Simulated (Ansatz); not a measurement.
A run of Ansatz 0.2.0:

The input input.yaml:

```yaml
crystal:
  lattice:
    - [6.48991, -6.67692, -0.04765]
    - [6.48991, 6.67692, -0.04765]
    - [-1.96739, 0.0, 5.7522]
  atoms:
    - { symbol: Ba, position: [0.47917, 0.52083, 0.0] }
    - { symbol: Ba, position: [0.79264, 0.20736, 0.0] }
    - { symbol: V, position: [0.65694, 0.94605, 0.25735], spin: 2.0 }
    - { symbol: V, position: [0.05395, 0.34306, 0.74265], spin: 2.0 }
    - { symbol: V, position: [0.57442, 0.42558, 0.5], spin: 2.0 }
    - { symbol: Tl, position: [0.49835, 0.85629, 0.63726] }
    - { symbol: Tl, position: [0.14371, 0.50165, 0.36274] }
    - { symbol: Tl, position: [0.01508, 0.98492, 0.5] }
    - { symbol: Tl, position: [0.30964, 0.12677, 0.21892] }
    - { symbol: Tl, position: [0.87323, 0.69036, 0.78108] }
    - { symbol: O, position: [0.0039, 0.26325, 0.44275] }
    - { symbol: O, position: [0.59719, 0.60676, 0.67706] }
    - { symbol: O, position: [0.91333, 0.4282, 0.84635] }
    - { symbol: O, position: [0.52536, 0.79943, 0.20594] }
    - { symbol: O, position: [0.68766, 0.41628, 0.31356] }
    - { symbol: O, position: [0.09251, 0.20316, 0.88601] }
    - { symbol: O, position: [0.58372, 0.31234, 0.68644] }
    - { symbol: O, position: [0.79684, 0.90749, 0.11399] }
    - { symbol: O, position: [0.5718, 0.08667, 0.15365] }
    - { symbol: O, position: [0.20057, 0.47464, 0.79406] }
    - { symbol: O, position: [0.73675, 0.9961, 0.55725] }
    - { symbol: O, position: [0.39324, 0.40281, 0.32294] }
hamiltonian:
  xc: pbe
  pseudopotentials: { kind: paw }
magnetization:
  spin_polarized: true
kpoints:
  mp_grid: { grid: [3, 3, 5] }
scf:
  occupations: { method: fermi_dirac, width: 0.05 }
output:
  forces: true
  stress: true
  eigenvalues: true
  write_density: true
  write_potential: true
  elf: true
  volumetric_format: npy
```

Potentials or basis: Ansatz PAW.

Run with:

```console
$ ansatz run input.yaml --threads 8 --pin off --max-ram 20480MiB --backend cpu --events-out ev --progress --plain --runs-dir out
```

Hardware: 8 threads of Arm Neoverse V2, with other jobs on the host.

Q: Estimate the wall time of this run.

A: Wall time 84 s on 8 threads of Arm Neoverse V2 (shared host), peak memory 3.3 GiB. Counts: scf iterations 17, plane waves 9759, k points 16, bands 123.
